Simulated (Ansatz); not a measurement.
**GeH2OS: taking an electron away**

One table from this session's results is given with a row withheld; the runs are named, their logs left out.

The runs use Ansatz 0.2.0, Gaussian basis; unrestricted cation, the program's frozen cores in correlated methods.

The runs, in order: UKS PBE-D4/def2-TZVPP; UKS r2SCAN-D4/def2-TZVPP; UKS PBE0-D4/def2-TZVPP; UKS B3LYP-D4/def2-TZVPP; UKS wB97X-V/def2-TZVPP; UKS wB97M-V/def2-TZVPP; UKS B2PLYP/def2-TZVPP; UHF-CCSD(T)/def2-TZVPP; UHF-MP2/def2-QZVPP; extrapolation to the limit; then −ε(HOMO) from the neutral's earlier runs with LDA (SPW92), PBE-D4, revPBE-D4, BLYP-D4, r2SCAN-D4, B97M-V, PBE0-D4, B3LYP-D4, r2SCANh-D4, r2SCAN0-D4, HSE06-D4, BHLYP-D4, CAM-B3LYP-D4, LC-ωPBE, ωB97X-V, ωB97M-V.

## Structure used throughout

All runs share one geometry, relaxed beforehand with PBE0-D4 in a triple-zeta def2 set.

SMILES `[OH][Ge][SH]`, 5 atoms, charge 0, spin multiplicity 1.

Atoms are counted from 1 here; the program's logs count them from 0.

Bond lengths: O1–Ge2 1.782 Å, O1–H4 0.961 Å, Ge2–S3 2.260 Å, S3–H5 1.343 Å. Angles: Ge2–O1–H4 117.4°, O1–Ge2–S3 97.9°, Ge2–S3–H5 93.6°.

Set-up of the first run:

Contents of in.yaml:

```yaml
crystal:
  periodic: [false, false, false]
  atoms:
    - {symbol: O, position_ang: [-1.346040, -1.001263, 0.399812]}
    - {symbol: Ge, position_ang: [-0.897419, 0.628925, -0.164199]}
    - {symbol: S, position_ang: [1.343253, 0.336538, -0.206293]}
    - {symbol: H, position_ang: [-0.632530, -1.625174, 0.561369]}
    - {symbol: H, position_ang: [1.582736, 1.587373, -0.632091]}
basis:
  gaussian: {orbitals: def2-TZVPP}
total_charge: 1
magnetization: {spin_polarized: true, initial_magnetization: 1}
hamiltonian: {xc: pbe, dispersion: d4}
```

Among the steps run: Cation, UKS PBE-D4/def2-TZVPP; Cation, UKS r2SCAN-D4/def2-TZVPP; Cation, UKS PBE0-D4/def2-TZVPP; Cation, UKS B3LYP-D4/def2-TZVPP; Cation, UKS wB97X-V/def2-TZVPP; Cation, UKS wB97M-V/def2-TZVPP; Cation, UKS B2PLYP (frozen core)/def2-TZVPP; Cation, UHF-CCSD(T)/def2-TZVPP; Cation, UHF-MP2/def2-QZVPP.

One of the session's tables, all rows but one given; the rest of the session is left out.

Orbital estimates, from the neutral's runs:

| functional | −ε(HOMO) (eV) |
| --- | --- |
| LDA (SPW92) | 6.46 |
| PBE-D4 | ? |
| revPBE-D4 | 6.24 |
| BLYP-D4 | 6.16 |
| r2SCAN-D4 | 6.57 |
| B97M-V | 6.53 |
| PBE0-D4 | 7.35 |
| B3LYP-D4 | 7.17 |
| r2SCANh-D4 | 6.95 |
| r2SCAN0-D4 | 7.53 |
| HSE06-D4 | 6.96 |
| BHLYP-D4 | 8.28 |
| CAM-B3LYP-D4 | 8.60 |
| LC-ωPBE | 9.86 |
| ωB97X-V | 9.53 |
| ωB97M-V | 9.40 |

Estimate the missing values for PBE-D4.

The run gave: −ε(HOMO) (eV): 6.30. In the column «−ε(HOMO) (eV)» it lies between revPBE-D4 (6.24) and LDA (SPW92) (6.46).
